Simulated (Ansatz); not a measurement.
Geometry optimisation, Ansatz, DFT LDA, scalar-relativistic, plane waves, PAW.

Input:

```yaml
accuracy: low
crystal:
  lattice:
    - [7.877294, 0.0, 0.0]
    - [0.0, 7.877294, 0.0]
    - [0.0, 0.0, 7.877294]
  atoms:
    - { symbol: O, position: [0.5320442, 0.3777034, 0.7884667], spin: 1.0 }
    - { symbol: O, position: [0.4302643, 0.2571528, 0.7772273], spin: 1.0 }
    - { symbol: O, position: [0.1306098, 0.3812909, 0.5437339], spin: 1.0 }
    - { symbol: O, position: [0.1125467, 0.4322546, 0.3950922], spin: 1.0 }
    - { symbol: O, position: [0.5237429, 0.969617, 0.192317], spin: 1.0 }
    - { symbol: O, position: [0.5149709, 0.8274817, 0.1234799], spin: 1.0 }
    - { symbol: O, position: [0.8673991, 0.5164495, 0.7468975], spin: 1.0 }
    - { symbol: O, position: [0.8532574, 0.3619126, 0.7162991], spin: 1.0 }
    - { symbol: O, position: [0.0076786, 0.0679273, 0.4610376], spin: 1.0 }
    - { symbol: O, position: [0.0343238, 0.0721275, 0.3051841], spin: 1.0 }
    - { symbol: O, position: [0.7760311, 0.6635241, 0.0449448], spin: 1.0 }
    - { symbol: O, position: [0.8256146, 0.8111055, 0.0170322], spin: 1.0 }
    - { symbol: O, position: [0.7838897, 0.8133777, 0.4632285], spin: 1.0 }
    - { symbol: O, position: [0.7248825, 0.8564689, 0.6035111], spin: 1.0 }
    - { symbol: O, position: [0.2344766, 0.5135739, 0.0955123], spin: 1.0 }
    - { symbol: O, position: [0.2148039, 0.4816923, -0.0581577], spin: 1.0 }
magnetization:
  spin_polarized: true
basis:
  ecutwfc: 420.0
kpoints:
  mp_grid: { grid: [1, 1, 1] }
hamiltonian:
  xc: lda
scf:
  occupations: { method: fermi_dirac, width: 0.02 }
  lower_state_search: "off"
relax:
  f_tol: 0.3
  max_steps: 15
  adjacent_minimum: "off"
```

Command:

```bash
$ ansatz run input.yaml --threads 1 --pin off --max-ram 3072MiB --backend cpu --events-out ev --progress --plain --runs-dir out
```

Task: Where does it end, and by what steps?

Result: The run converged. The threshold is loose, so the end isn't yet a minimum. The force dipped under the threshold on the way, but the program's further checks kept it going. Limits of this set-up: coarse k mesh, low accuracy level. After 4 steps the energy has fallen by 0.806 eV; O11 moved furthest, 0.69 Å.

```json
{"step": "0", "energy less start (eV)": "0.0000", "largest force component (eV/Å)": "2.921", "accepted": "yes"}
{"step": "1", "energy less start (eV)": "-0.5866", "largest force component (eV/Å)": "1.773", "accepted": "yes"}
{"step": "2", "energy less start (eV)": "-0.7472", "largest force component (eV/Å)": "0.703", "accepted": "yes"}
{"step": "3", "energy less start (eV)": "-0.7913", "largest force component (eV/Å)": "0.217", "accepted": "yes"}
{"step": "4", "energy less start (eV)": "-0.8061", "largest force component (eV/Å)": "0.263", "accepted": "yes"}
```

```xyz
16
Lattice="7.8773 0.0000 0.0000 0.0000 7.8773 0.0000 0.0000 0.0000 7.8773" Properties=species:S:1:pos:R:3
O 3.961 3.345 6.447
O 3.462 2.262 6.295
O 1.463 3.145 4.372
O 0.954 3.428 3.318
O 4.283 7.475 1.582
O 4.060 6.396 1.108
O 6.739 4.030 5.641
O 6.689 2.833 5.621
O -0.242 0.749 3.380
O -0.077 0.461 2.223
O 6.628 4.888 0.656
O 6.863 5.989 0.236
O 6.100 6.118 3.500
O 5.777 6.512 4.584
O 1.671 4.426 0.551
O 1.275 4.140 -0.548
```

Whether the end is a true minimum wasn't checked by a vibrational analysis.

Time of the run: 21 s on 1 thread of Arm Neoverse V1, on a shared host, peak memory 0.47 GiB.
